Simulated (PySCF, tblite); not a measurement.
# C₃H₂F₃O radical: geometry, infrared bands and EPR parameters

Aim: predict the infrared bands and EPR parameters of C₃H₂F₃O radical (`F/C=[C]\OC(F)F`).

The runs use tblite 0.8.0 and PySCF 2.14.0, with density-fitted response routines of our own; the level of theory stands in each step. All values are computed, except where a source is named. Atoms are numbered from 0 throughout.

**1. The starting structure**

9 atoms, charge 0, multiplicity 2; geometry from: force field or distance geometry start.

Bonds of the start (Å): F0–C1 1.35, C1–C2 1.29, C2–O3 1.33, O3–C4 1.41, C4–F5 1.36, C4–F6 1.37, C1–H7 1.09, C4–H8 1.10.

**2. Geometry optimisation with GFN2-xTB**

What the job is given:

```
{"job": {"kind": "relax", "xc": "GFN2-xTB", "basis": "xTB"}, "charge": 0, "multiplicity": 2}
F      2.405000     0.774100    -0.333000
C      1.406800     1.179000     0.483200
C      0.340500     0.476400     0.650300
O     -0.780700    -0.229100     0.798600
C     -1.088700    -0.951200    -0.372500
F     -2.148300    -1.758000    -0.112300
F     -1.498700    -0.067300    -1.331000
H      1.626200     2.141400     0.942100
H     -0.248600    -1.559300    -0.750500
```

Launch:

```console
> OMP_NUM_THREADS=1 python probes_run.py task.json out
```

This one command runs all jobs of the session in turn.

The log of the run:

```text
step      E/eV     max force
  0    -695.75697    1.480
  1    -695.82481    0.600
  2    -695.84230    0.700
  3    -695.85608    0.823
  4    -695.87434    0.540
  5    -695.90966    0.798
  6    -695.92418    0.464
  7    -695.93972    0.410
  8    -695.95151    0.374
  9    -695.97162    0.531
 10    -695.98882    0.550
 11    -696.00080    0.360
 12    -696.00779    0.246
 13    -696.01272    0.295
 14    -696.01978    0.277
 15    -696.02449    0.193
 16    -696.02857    0.210
 17    -696.03426    0.263
 18    -696.04224    0.359
 19    -696.05017    0.400
 20    -696.05617    0.333
 21    -696.06183    0.272
 22    -696.06964    0.338
 23    -696.07888    0.400
 24    -696.08593    0.331
 25    -696.09038    0.165
 26    -696.09275    0.183
 27    -696.09442    0.147
 28    -696.09600    0.120
 29    -696.09671    0.077
 30    -696.09708    0.064
 31    -696.09745    0.059
 32    -696.09786    0.065
 33    -696.09836    0.063
 34    -696.09898    0.083
 35    -696.09989    0.115
 36    -696.10128    0.161
 37    -696.10297    0.146
 38    -696.10430    0.078
 39    -696.10492    0.050
 40    -696.10517    0.044
 41    -696.10535    0.052
 42    -696.10546    0.028
 43    -696.10550    0.011
 44    -696.10551    0.011
 45    -696.10552    0.010
 46    -696.10553    0.013
 47    -696.10556    0.015
 48    -696.10559    0.022
 49    -696.10564    0.025
 50    -696.10572    0.032
 51    -696.10587    0.045
 52    -696.10616    0.065
 53    -696.10655    0.077
 54    -696.10696    0.073
 55    -696.10725    0.037
 56    -696.10735    0.039
 57    -696.10741    0.021
 58    -696.10745    0.016
 59    -696.10748    0.013
 60    -696.10750    0.011
 61    -696.10752    0.007
```

It took 0.19 s on 1 thread of Arm Neoverse V2, shared host.

The steps of the relaxation: (not every step is listed)

```
step  energy from step 0 (eV)  largest force (eV/Å)
   0                   0.0000                1.4801
   1                  -0.0678                0.5996
   2                  -0.0853                0.6996
   3                  -0.0991                0.8233
   4                  -0.1174                0.5399
   5                  -0.1527                0.7983
   6                  -0.1672                0.4640
   7                  -0.1827                0.4099
   8                  -0.1945                0.3741
  12                  -0.2508                0.2459
  16                  -0.2716                0.2100
  20                  -0.2992                0.3328
  24                  -0.3290                0.3310
  28                  -0.3390                0.1200
  32                  -0.3409                0.0651
  36                  -0.3443                0.1610
  40                  -0.3482                0.0444
  44                  -0.3485                0.0110
  48                  -0.3486                0.0217
  52                  -0.3492                0.0653
  56                  -0.3504                0.0395
  57                  -0.3504                0.0206
  58                  -0.3505                0.0165
  59                  -0.3505                0.0132
  60                  -0.3505                0.0112
  61                  -0.3505                0.0068
```

Close pairs (by a distance rule), those that changed most:

```
 bond  before (Å)  after (Å)  change (Å)
O3–C4       1.410      1.382      -0.027
C4–F5       1.357      1.332      -0.025
F0–C1       1.351      1.376      +0.025
C4–F6       1.367      1.346      -0.021
C2–O3       1.333      1.317      -0.016
C1–C2       1.288      1.304      +0.016
C1–H7       1.089      1.075      -0.013
C4–H8       1.104      1.105      +0.001
```

The final coordinates are the input of the step that follows.

**3. Harmonic vibrations with GFN2-xTB**

What the job is given:

```
{"job": {"kind": "ir", "xc": "GFN2-xTB", "basis": "xTB"}, "charge": 0, "multiplicity": 2}
F      2.019780     0.293356    -0.317426
C      1.234864     1.118494     0.455190
C      0.105250     0.721622     0.972175
O     -0.734362    -0.286789     0.865540
C     -0.955186    -0.853081    -0.376166
F     -1.850200    -1.826406    -0.217535
F     -1.487582     0.045396    -1.224876
H      1.719201     2.058043     0.653575
H     -0.038203    -1.264641    -0.835657
```

The log of the run:

```text
mode    cm-1     km/mol
  1      30.6      3.03
  2      92.2      2.55
  3     135.3      5.92
  4     237.0      3.84
  5     377.9      5.57
  6     419.8     11.43
  7     515.2      6.51
  8     594.3     24.94
  9     673.3     16.00
 10     751.5     12.15
 11     908.4     79.26
 12     986.1    167.22
 13    1026.1    289.61
 14    1081.3    212.83
 15    1101.5    186.09
 16    1219.2     70.16
 17    1247.5     25.28
 18    1265.6     38.64
 19    1732.5     83.82
 20    2874.2     19.83
 21    3121.8      4.79
```

Run time: 0.13 s. Hardware: 1 thread of Arm Neoverse V2, shared host.

The strongest bands and the atoms that carry them (share of the mass-weighted mode):

```
cm⁻¹  km/mol                               atoms
 908    79.3                    C1 49 %, F0 37 %
 986   167.2                    C4 49 %, O3 31 %
1026   289.6                    C4 64 %, F6 29 %
1081   212.8  O3 45 %, H7 25 %, C1 14 %, C2 12 %
1102   186.1                    C4 54 %, F5 34 %
1219    70.2                    H7 67 %, C1 11 %
1266    38.6                    H8 82 %, C4 14 %
1732    83.8                    C2 61 %, C1 33 %
```

**4. g tensor and hyperfine couplings: B3LYP/pcH-1**

The job, as its differences from that of step 3:

```diff
@@ -1,2 +1,2 @@
-{"job": {"kind": "ir", "xc": "GFN2-xTB", "basis": "xTB"}, "charge": 0, "multiplicity": 2}
+{"job": {"kind": "epr", "basis": "pcH-1"}, "charge": 0, "multiplicity": 2}
 F      2.019780     0.293356    -0.317426
```

Level: UKS B3LYP, pcH-1 on C F H O, non-relativistic, mean-field spin-orbit, GIAO.

The log of the run:

```text
UKS, coarse grid
  cycle   1  E = -490.02532873  |g| = 6.73e-01
  cycle   2  E = -489.83098382  |g| = 1.06e+00
  cycle   3  E = -490.16629693  |g| = 7.73e-02
  cycle   4  E = -490.16735482  |g| = 5.90e-02
  cycle   5  E = -490.16868536  |g| = 1.23e-02
  cycle   6  E = -490.16877363  |g| = 6.44e-03
  cycle   7  E = -490.16880898  |g| = 3.07e-03
  cycle   8  E = -490.16882652  |g| = 1.81e-03
  cycle   9  E = -490.16883482  |g| = 6.70e-04
UKS, final grid
  cycle   1  E = -490.16884343  |g| = 7.79e-04
  cycle   2  E = -490.16884355  |g| = 1.17e-03
  cycle   3  E = -490.16884408  |g| = 2.01e-04
  cycle   4  E = -490.16884426  |g| = 1.67e-04
  cycle   5  E = -490.16884430  |g| = 4.77e-05
  cycle   6  E = -490.16884430  |g| = 1.30e-05
E = -490.16884430 Eh   <S^2> = 0.7566 (exact 0.7500)
g shifts (ppm)      1          2          3
  rmc          -215       -215       -215
  gc             17         36          5
  oz_so       -1236        253        829
  total       -1434         74        619
hyperfine (MHz)  atom isotope    a_iso     a_fc   dipolar eigenvalues
    0   19F     225.64     225.64   -159.13   -109.48    268.61
    1   13C     133.63     133.63    -14.97     -1.50     16.47
    2   13C     465.32     465.32    -74.09    -55.07    129.17
    3   17O     -98.81     -98.81    -39.85     19.11     20.73
    4   13C      20.52      20.52     -4.85     -3.90      8.76
    5   19F      -1.86      -1.86     -9.33     -8.07     17.40
    6   19F       5.58       5.58     -6.18     -2.07      8.26
    7    1H      18.00      18.00     -8.62     -2.52     11.14
    8    1H      12.69      12.69     -3.95     -1.80      5.75
```

It took 32 s on 1 thread of Arm Neoverse V2, shared host; peak memory 0.68 GiB.

Principal g values 2.00089, 2.00239, 2.00294; g(iso) = 2.00207, against 2.00232 for a free electron.

Hyperfine couplings; where a row names several nuclei, a(iso) is their mean (it holds for fast rotation or exchange) and the dipolar term the largest among them:

```
nuclei  isotope  a(iso) (MHz)  a(iso) (G, at g = 2.0023)  largest dipolar term (MHz)
    C2      13C         465.3                      166.0                       129.2
    F0      19F         225.6                       80.5                       268.6
    C1      13C         133.6                       47.7                        16.5
    O3      17O         -98.8                      -35.3                       -39.8
    C4      13C          20.5                        7.3                         8.8
    H7       1H          18.0                        6.4                        11.1
    H8       1H          12.7                        4.5                         5.8
F5, F6      19F           1.9                        0.7                        17.4
```

Mulliken spin populations:

```
atom  value (e)
  F0       0.04
  C1      -0.05
  C2       0.89
  O3       0.07
  C4       0.02
  F5       0.00
  F6       0.00
  H7       0.01
  H8       0.01
```

In first order the couplings over 0.8 MHz of 19F, 1H give 24 distinct lines over 92.8 G, if the averaged nuclei exchange fast; the same motion can average rows kept apart here too.

Orbitals, density, ELF and potential are computed afterwards from the orbital file.

ELF in a plane through or near 7 of the atoms.

Ten even steps from '0' (0.00) to '9' (1.00):
```
0000000000000000000000000000
0000000000000000000000000000
0000000001332000000000000000
0000000013663000000000000000
0000000025886113420000000000
0000000015998347740000000000
0000011013875578840033100000
0000488634737765731377410000
0000699865821676843688620000
0000799951685347617748720000
0000366642331015526778720000
0000000157731029994267510000
0000000377674049994134300000
0000001684486039995000000000
0000001578874019996000000000
0000000234421005762000000000
0000000000000000000000000000
0000000000000000000000000000
0000000000000000000000000000
0000000000000000000000000000
```
The map spans 10.6 Å across and 7.7 Å up, centred on the molecule. Atoms in the plane (x, y in Å): F0 (-1.6, -1.3), C1 (-1.7, 0.1), C2 (-0.8, 0.9), O3 (0.5, 0.9), C4 (1.3, -0.1), F5 (2.6, 0.1), H8 (1.0, -1.1).

On the surface of density 0.002 e/bohr³ the electrostatic potential runs, from the 1st to the 99th percentile, from -0.54 V near O3 to 1.56 V near H8.

The spin density lies nearest to C2 71 %; O3 11 %; C1 8 % (both signs).

**5. Results**

| quantity | value |
| --- | --- |
| strongest single infrared mode (GFN2-xTB) | 1026 cm⁻¹, 290 km/mol |
| zero-point energy (GFN2-xTB) | 29.2 kcal/mol |
| g(iso) (B3LYP) | 2.00207 |
| ⟨S²⟩ | 0.757 (exact 0.75) |
| largest a(iso) (averaged by class) | 13C on C2, 465.3 MHz |
| potential on the surface of density 0.002 e/bohr³, 1st and 99th percentile | -0.54 V and 1.56 V |

What this shows: The optimisation took 61 steps and gained 0.351 eV; among the close pairs (by a distance rule), O3–C4 changed most, from 1.410 to 1.382 Å. No mode is imaginary among the 21: a minimum at this level. The strongest single mode, at 1026 cm⁻¹, moves mainly C4. Unscaled tight-binding wavenumbers are off by several per cent, some by more. Its intensities can rank the bands wrongly. C2 carries the largest spin population, 0.89 e. The isotropic g lies 0.2 ppt below the free-electron value. These values are for one conformer; the search (at its own cheap level) found 2 more, at 0.92, 1.86 kcal/mol, and measured spectra average over such forms.
